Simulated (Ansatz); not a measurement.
**C₇H₅ClO: how energies converge with the basis set**

Aim: see how fast density functionals converge with the basis set for C₇H₅ClO.

The runs use Ansatz 0.2.0, Gaussian basis; one geometry, several basis sets.

The runs, in order: PBE0-D4/def2-SVP; ωB97M-V/def2-SVP; PBE0-D4/def2-QZVPP; ωB97M-V/def2-QZVPP; the functionals' def2-TZVPP values are taken from earlier runs.

### 1 The geometry

An earlier PBE0-D4 in a triple-zeta def2 set relaxation fixed the geometry.

SMILES `O=C(Cl)c1ccccc1`, 14 atoms, charge 0, spin multiplicity 1.

Atoms are counted from 1 here; the program's logs count them from 0.

Bond lengths: O1–C2 1.185 Å, C2–Cl3 1.788 Å, C2–C4 1.476 Å, C4–C5 1.396 Å, C4–C9 1.391 Å, C5–C6 1.382 Å, C5–H10 1.083 Å, C6–C7 1.389 Å, C6–H11 1.083 Å, C7–C8 1.387 Å, C7–H12 1.084 Å, C8–C9 1.384 Å, C8–H13 1.083 Å, C9–H14 1.082 Å. Angles: O1–C2–Cl3 119.1°, O1–C2–C4 125.8°, Cl3–C2–C4 115.2°, C2–C4–C5 116.4°, C2–C4–C9 123.6°, C5–C4–C9 119.9°, C4–C5–C6 120.0°, C4–C5–H10 118.8°, C6–C5–H10 121.2°, C5–C6–C7 119.9°, C5–C6–H11 119.9°, C7–C6–H11 120.2°, C6–C7–C8 120.2°, C6–C7–H12 119.9°, C8–C7–H12 119.9°, C7–C8–C9 120.1°, C7–C8–H13 120.1°, C9–C8–H13 119.7° and more.

### 2 PBE0-D4 in def2-SVP

The input, in.yaml:

```yaml
crystal:
  periodic: [false, false, false]
  atoms:
    - {symbol: O, position_ang: [2.592764, -1.669792, -0.649406]}
    - {symbol: C, position_ang: [1.662364, -1.615555, 0.082421]}
    - {symbol: Cl, position_ang: [1.488970, -2.853576, 1.360573]}
    - {symbol: C, position_ang: [0.594540, -0.596628, 0.046807]}
    - {symbol: C, position_ang: [0.702566, 0.382685, -0.941801]}
    - {symbol: C, position_ang: [-0.256685, 1.371975, -1.041664]}
    - {symbol: C, position_ang: [-1.327834, 1.390712, -0.157683]}
    - {symbol: C, position_ang: [-1.437565, 0.418721, 0.825739]}
    - {symbol: C, position_ang: [-0.479551, -0.575118, 0.930764]}
    - {symbol: H, position_ang: [1.545739, 0.349076, -1.620242]}
    - {symbol: H, position_ang: [-0.171239, 2.131397, -1.809738]}
    - {symbol: H, position_ang: [-2.080140, 2.167241, -0.236374]}
    - {symbol: H, position_ang: [-2.273419, 0.434226, 1.514824]}
    - {symbol: H, position_ang: [-0.560487, -1.335364, 1.695770]}
basis:
  gaussian: {orbitals: def2-SVP}
hamiltonian: {xc: pbe0, dispersion: d4}
output: {orbitals: {seedname: orbitals}}
```

Run with:

```sh
> ansatz run in.yaml --threads 2 --pin off --events-out ev --progress --plain --max-ram 31744MiB --backend cpu
```

The runs that follow: ωB97M-V in def2-SVP; PBE0-D4 in def2-QZVPP; ωB97M-V in def2-QZVPP.

Q: Predict the results of all the runs planned. Wanted: PBE0-D4: double and triple zeta above quadruple; ωB97M-V: double and triple zeta above quadruple.

**Answer**, as computed:

```
                                       quantity           value
PBE0-D4: double and triple zeta above quadruple  15.32, 0.84 eV
ωB97M-V: double and triple zeta above quadruple  15.58, 0.79 eV
```

What this shows: For PBE0-D4 the step from double to triple zeta gains 14.48 eV and the next only 0.84 eV. These are total energies; as a rule much of such shifts cancels in differences, which this series doesn't test.
